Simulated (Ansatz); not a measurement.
# BrClF₂Ti: basis-set convergence

How large a basis does BrClF₂Ti need? Two functionals are run in growing sets.

Computed with Ansatz 0.2.0, Gaussian basis. Level: one geometry, several basis sets.

The runs, in order: PBE0-D4/def2-SVP; ωB97M-V/def2-SVP; PBE0-D4/def2-QZVPP; ωB97M-V/def2-QZVPP; the functionals' def2-TZVPP values are taken from earlier runs.

**1. The relaxed structure**

The geometry comes from an earlier relaxation with PBE0-D4 in a triple-zeta def2 set; it is a stationary point.

SMILES `[F][Ti]([F])([Cl])[Br]`, 5 atoms, charge 0, spin multiplicity 1.

Atoms are counted from 1 here; the program's logs count them from 0.

Bond lengths: F1–Ti2 1.733 Å, Ti2–F3 1.733 Å, Ti2–Cl4 2.169 Å, Ti2–Br5 2.326 Å. Angles: F1–Ti2–F3 109.2°, F1–Ti2–Cl4 109.6°, F1–Ti2–Br5 109.4°, F3–Ti2–Cl4 109.6°, F3–Ti2–Br5 109.4°, Cl4–Ti2–Br5 109.7°.

**2. PBE0-D4 in def2-SVP**

Contents of in.yaml:

```yaml
crystal:
  periodic: [false, false, false]
  atoms:
    - {symbol: F, position_ang: [-0.057267, -0.294264, 1.771856]}
    - {symbol: Ti, position_ang: [0.065835, -0.100039, 0.054066]}
    - {symbol: F, position_ang: [1.426030, -1.003281, -0.527057]}
    - {symbol: Cl, position_ang: [-1.746242, -0.827128, -0.890871]}
    - {symbol: Br, position_ang: [0.361545, 2.151013, -0.449394]}
basis:
  gaussian: {orbitals: def2-SVP}
hamiltonian: {xc: pbe0, dispersion: d4}
output: {orbitals: {seedname: orbitals}}
```

Output:

```text
Functional definition: PBE0
  name "PBE0"
  cite "Adamo & Barone, J. Chem. Phys. 110, 6158 (1999) doi:10.1063/1.478522"
  cite "Perdew, Burke & Ernzerhof, Phys. Rev. Lett. 77, 3865 (1996) doi:10.1103/PhysRevLett.77.3865"
  parent pbe
  parameter a = 0.25
  parameter kappa = 0.804
  parameter beta = 0.06672455060314922
  exchange = (1 - a)*pbe_x(kappa = kappa, mu = beta*pi^2/3) + a*exact_x
  correlation = pbe_c(beta = beta)
1063 factors; integrals over basis functions are off by at most 9.3e-4 eV
mean field evaluation 1: about -111077.2347 eV, gradient 5.4e1 eV
mean field evaluation 2: about -110894.2980 eV, gradient 3.7e2 eV
mean field evaluation 4: about -111082.7125 eV, gradient 8.5e0 eV
mean field evaluation 8: about -111082.9366 eV, gradient 4.4e-1 eV
mean field evaluation 16: about -111082.9371 eV, gradient 8.8e-5 eV
mean field -111082.93714452 eV, -4082.2226453419 hartree, gradient 3.8e-5 eV, S^2 0.000000; 0 other end points of the search recorded, 0 dependent functions left out
reference -111082.93722139 eV, -4082.2226481668 hartree; 46, 46 occupied and 63, 63 virtual orbitals, 1063 factors
Total energy: -111083.07439998 eV, -4082.2276893871 hartree
```

Run time: 1.2 s. Hardware: 4 threads, shared host; peak memory 0.29 GiB.

**3. ωB97M-V in def2-SVP**

in.yaml, as its differences from that of step 2:

```diff
@@ -10,3 +10,3 @@
   gaussian: {orbitals: def2-SVP}
-hamiltonian: {xc: pbe0, dispersion: d4}
+hamiltonian: {xc: {name: wB97M-V}}
 output: {orbitals: {seedname: orbitals}}
```

Output, shortened:

```text
Functional definition: wB97M-V
  name "wB97M-V"
  cite "Mardirossian & Head-Gordon, J. Chem. Phys. 144, 214110 (2016) doi:10.1063/1.4952647"
  cite "Becke, J. Chem. Phys. 107, 8554 (1997) doi:10.1063/1.475007"
  cite "Vydrov & Van Voorhis, J. Chem. Phys. 133, 244103 (2010) doi:10.1063/1.3521275"
  # Of w^i u^j: cxij and so on, Table III.
[...]
  gx(w, u) = 1 - cx + cx01*u + cx10*w
  gss(w, u) = css00 + css04*u^4 + css10*w + css20*w^2 + css43*w^4*u^3
  gos(w, u) = cos00 + cos10*w + (cos20 + cos21*u)*w^2 + (cos60 + cos61*u)*w^6
[...]
      + integral(e_c_pw_mod_opposite_spin*gos(b97_w_opposite, b97_u_opposite)) + vv10(b, c)
1063 factors; integrals over basis functions are off by at most 9.3e-4 eV
183 factors; integrals over basis functions are off by at most 2.1e-4 eV
[...]
mean field -111098.29258084 eV, -4082.7869472184 hartree, gradient 5.0e-5 eV, S^2 0.000000; 0 other end points of the search recorded, 0 dependent functions left out
reference -111098.29269980 eV, -4082.7869515900 hartree; 46, 46 occupied and 63, 63 virtual orbitals, 1063 factors
Total energy: -111098.29269980 eV, -4082.7869515900 hartree
```

Run time: 3.7 s. Hardware: 4 threads, shared host; peak memory 0.42 GiB.

**4. PBE0-D4 in def2-QZVPP**

in.yaml, as its differences from that of step 3:

```diff
@@ -9,4 +9,4 @@
 basis:
-  gaussian: {orbitals: def2-SVP}
-hamiltonian: {xc: {name: wB97M-V}}
+  gaussian: {orbitals: "def2-QZVPP.json"}
+hamiltonian: {xc: pbe0, dispersion: d4}
 output: {orbitals: {seedname: orbitals}}
```

Output:

```text
Functional definition: PBE0
  name "PBE0"
  cite "Adamo & Barone, J. Chem. Phys. 110, 6158 (1999) doi:10.1063/1.478522"
  cite "Perdew, Burke & Ernzerhof, Phys. Rev. Lett. 77, 3865 (1996) doi:10.1103/PhysRevLett.77.3865"
  parent pbe
  parameter a = 0.25
  parameter kappa = 0.804
  parameter beta = 0.06672455060314922
  exchange = (1 - a)*pbe_x(kappa = kappa, mu = beta*pi^2/3) + a*exact_x
  correlation = pbe_c(beta = beta)
1838 factors; their error is unknown
mean field evaluation 1: about -111103.7602 eV, gradient 5.4e1 eV
mean field evaluation 2: about -111037.6621 eV, gradient 2.4e2 eV
mean field evaluation 4: about -111107.0920 eV, gradient 2.2e1 eV
mean field evaluation 8: about -111108.0170 eV, gradient 2.0e-1 eV
mean field evaluation 16: about -111108.2524 eV, gradient 8.6e-5 eV
mean field -111108.25243416 eV, -4083.1529650771 hartree, gradient 7.9e-5 eV, S^2 0.000000; 0 other end points of the search recorded, 0 dependent functions left out
reference -111108.25246910 eV, -4083.1529663610 hartree; 46, 46 occupied and 320, 320 virtual orbitals, 1838 factors
Total energy: -111108.38964769 eV, -4083.1580075813 hartree
```

Run time: 6 s. Hardware: 4 threads, shared host; peak memory 1.6 GiB.

**5. ωB97M-V in def2-QZVPP**

in.yaml, as its differences from that of step 4:

```diff
@@ -10,3 +10,3 @@
   gaussian: {orbitals: "def2-QZVPP.json"}
-hamiltonian: {xc: pbe0, dispersion: d4}
+hamiltonian: {xc: {name: wB97M-V}}
 output: {orbitals: {seedname: orbitals}}
```

Output, shortened:

```text
Functional definition: wB97M-V
  name "wB97M-V"
  cite "Mardirossian & Head-Gordon, J. Chem. Phys. 144, 214110 (2016) doi:10.1063/1.4952647"
  cite "Becke, J. Chem. Phys. 107, 8554 (1997) doi:10.1063/1.475007"
  cite "Vydrov & Van Voorhis, J. Chem. Phys. 133, 244103 (2010) doi:10.1063/1.3521275"
  # Of w^i u^j: cxij and so on, Table III.
[...]
  gx(w, u) = 1 - cx + cx01*u + cx10*w
  gss(w, u) = css00 + css04*u^4 + css10*w + css20*w^2 + css43*w^4*u^3
  gos(w, u) = cos00 + cos10*w + (cos20 + cos21*u)*w^2 + (cos60 + cos61*u)*w^6
[...]
      + integral(e_c_pw_mod_opposite_spin*gos(b97_w_opposite, b97_u_opposite)) + vv10(b, c)
1779 factors; their error is unknown
234 factors; integrals over basis functions are off by at most 4.7e-5 eV
[...]
mean field -111123.50978391 eV, -4083.7136623383 hartree, gradient 5.6e-5 eV, S^2 0.000000; 0 other end points of the search recorded, 0 dependent functions left out
reference -111123.50984329 eV, -4083.7136645205 hartree; 46, 46 occupied and 320, 320 virtual orbitals, 1779 factors
Total energy: -111123.50984329 eV, -4083.7136645205 hartree
```

Run time: 13 s. Hardware: 4 threads, shared host; peak memory 1.8 GiB.

**6. Functionals by basis**

The def2-TZVPP values come from earlier runs at the same geometry.

```
functional       basis  functions   energy (eV)  from the largest (eV)  HOMO (eV)  LUMO (eV)
   PBE0-D4    def2-SVP        109  -111083.0744                 25.315      -9.25      -3.72
   PBE0-D4  def2-TZVPP        216  -111105.8632                  2.526      -9.31      -3.61
   PBE0-D4  def2-QZVPP        366  -111108.3896                  0.000      -9.31      -3.61
   ωB97M-V    def2-SVP        109  -111098.2927                 25.217     -11.33      -1.52
   ωB97M-V  def2-TZVPP        216  -111121.1062                  2.404     -11.45      -1.46
   ωB97M-V  def2-QZVPP        366  -111123.5098                  0.000     -11.46      -1.47
```

**7. Results**

| quantity | value |
| --- | --- |
| PBE0-D4: double and triple zeta above quadruple | 25.32, 2.53 eV |
| ωB97M-V: double and triple zeta above quadruple | 25.22, 2.40 eV |

What this shows: For PBE0-D4 the step from double to triple zeta gains 22.79 eV and the next only 2.53 eV. Total energies overstate the basis error of differences, where much of it tends to cancel.

For PBE0-D4 the largest set took about 5 times as long as the smallest (6 s against 1.2 s).
